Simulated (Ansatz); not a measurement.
**SiH₄Se₂: up Jacob's ladder to CCSD(T)**

How much do the methods differ for SiH₄Se₂? The plan is to run it at one geometry with functionals of several rungs and with coupled cluster. The yardstick is the atomisation energy at the CCSD(T) limit.

Method: functionals in def2-TZVPP, the program's frozen cores in correlated methods; program: Ansatz 0.2.0, Gaussian basis.

The runs, in order: LDA (SPW92), PBE-D4, revPBE-D4, BLYP-D4, r2SCAN-D4, B97M-V, PBE0-D4, B3LYP-D4, r2SCANh-D4, r2SCAN0-D4, HSE06-D4, BHLYP-D4, CAM-B3LYP-D4, LC-ωPBE, ωB97X-V, ωB97M-V, B2PLYP, PBE-QIDH; CCSD(T)/def2-SVP; CCSD(T)/def2-TZVPP; MP2/def2-QZVPP; extrapolation to the limit; RPA on PBE.

## 1. The relaxed structure

The geometry comes from an earlier relaxation with PBE0-D4 in a triple-zeta def2 set; it is a stationary point, not always the lowest conformer.

SMILES `[SeH][SiH2][SeH]`, 7 atoms, charge 0, spin multiplicity 1.

Atoms are counted from 1 here; the program's logs count them from 0.

Bond lengths: Se1–Si2 2.274 Å, Se1–H4 1.469 Å, Si2–Se3 2.274 Å, Si2–H5 1.483 Å, Si2–H6 1.483 Å, Se3–H7 1.469 Å. Angles: Si2–Se1–H4 92.9°, Se1–Si2–Se3 114.3°, Se1–Si2–H5 112.6°, Se1–Si2–H6 103.5°, Se3–Si2–H5 103.5°, Se3–Si2–H6 112.6°, H5–Si2–H6 110.5°, Si2–Se3–H7 92.9°.

## 2. LDA

This LDA is Slater exchange with PW92 correlation.

Contents of in.yaml:

```yaml
crystal:
  periodic: [false, false, false]
  atoms:
    - {symbol: Se, position_ang: [-1.925444, -0.265633, 0.386956]}
    - {symbol: Si, position_ang: [0.142746, 0.639762, 0.117253]}
    - {symbol: Se, position_ang: [1.721180, -0.828911, -0.604861]}
    - {symbol: H, position_ang: [-1.971673, -0.761172, -0.994971]}
    - {symbol: H, position_ang: [0.166389, 1.708017, -0.910452]}
    - {symbol: H, position_ang: [0.454611, 1.197793, 1.454880]}
    - {symbol: H, position_ang: [1.473391, -1.757956, 0.505495]}
basis:
  gaussian: {orbitals: def2-TZVPP}
hamiltonian: {xc: lda}
output: {orbitals: {seedname: orbitals}}
```

Launch:

```console
ansatz run in.yaml --threads 4 --pin off --events-out ev --progress --plain --max-ram 10444MiB
```

After this run come: PBE-D4 (GGA); revPBE-D4 (GGA); BLYP-D4 (GGA); r2SCAN-D4 (meta-GGA); B97M-V (meta-GGA); PBE0-D4 (hybrid); B3LYP-D4 (hybrid); r2SCANh-D4 (hybrid); r2SCAN0-D4 (hybrid); HSE06-D4 (hybrid); BHLYP-D4 (hybrid); CAM-B3LYP-D4 (range-separated); LC-ωPBE (range-separated); ωB97X-V (range-separated); ωB97M-V (range-separated); B2PLYP (double hybrid); PBE-QIDH (double hybrid); CCSD(T) in def2-SVP; CCSD(T) in def2-TZVPP; MP2 in def2-QZVPP; RPA on PBE orbitals.

Q: Predict the results of all the runs planned. Wanted: atomisation energy, CCSD(T)/CBS; farthest beyond LDA; mean size of error, GGA; mean size of error, meta-GGA; mean size of error, hybrid; mean size of error, range-separated; mean size of error, double hybrid; gap, smallest and largest; T1 diagnostic.

As calculated:

| quantity | value |
| --- | --- |
| atomisation energy, CCSD(T)/CBS | 1921.7 kJ/mol |
| functionals within 19.2 kJ/mol (1.0 %) | PBE-D4, r2SCAN-D4, B97M-V, ωB97X-V |
| farthest beyond LDA | LC-ωPBE (-77.0 kJ/mol) |
| mean size of error, GGA | 40.2 kJ/mol |
| mean size of error, meta-GGA | 13.4 kJ/mol |
| mean size of error, hybrid | 37.3 kJ/mol |
| mean size of error, range-separated | 37.0 kJ/mol |
| mean size of error, double hybrid | 52.3 kJ/mol |
| gap, smallest and largest | 4.39 eV (BLYP-D4), 11.18 eV (LC-ωPBE) |
| T1 diagnostic | 0.0092 |
| triples share of the correlation energy | 3.6 % |

**Reading.** LDA overbinds by 241.0 kJ/mol (13 %). PBE-D4 misses by -18.9 kJ/mol. Double hybrids carry the basis error of their MP2 part in triple zeta, and no dispersion term here, so their miss is partly the set-up's. Taken by rung, meta-GGA functionals do best (13.4 kJ/mol on average) and double hybrid ones worst beyond LDA (52.3 kJ/mol). Misses under about 19.2 kJ/mol are within the doubt on the reference itself, which lacks core-valence correlation, relativity and higher excitations, and its outer-core shells are covered unevenly. All levels share the lack of spin-orbit coupling, which lowers the free heavy atoms and so the true binding. Hartree-Fock recovers 70 % of the binding; the rest is correlation. CCSD(T) in def2-SVP is off by -181.5 kJ/mol, so the small basis spoils what the method gains. The gap grows from 4.4 to 11.2 eV across the functionals, mostly with the share of exact exchange. Correlated methods include outer-core shells of Se, which these sets cover unevenly.
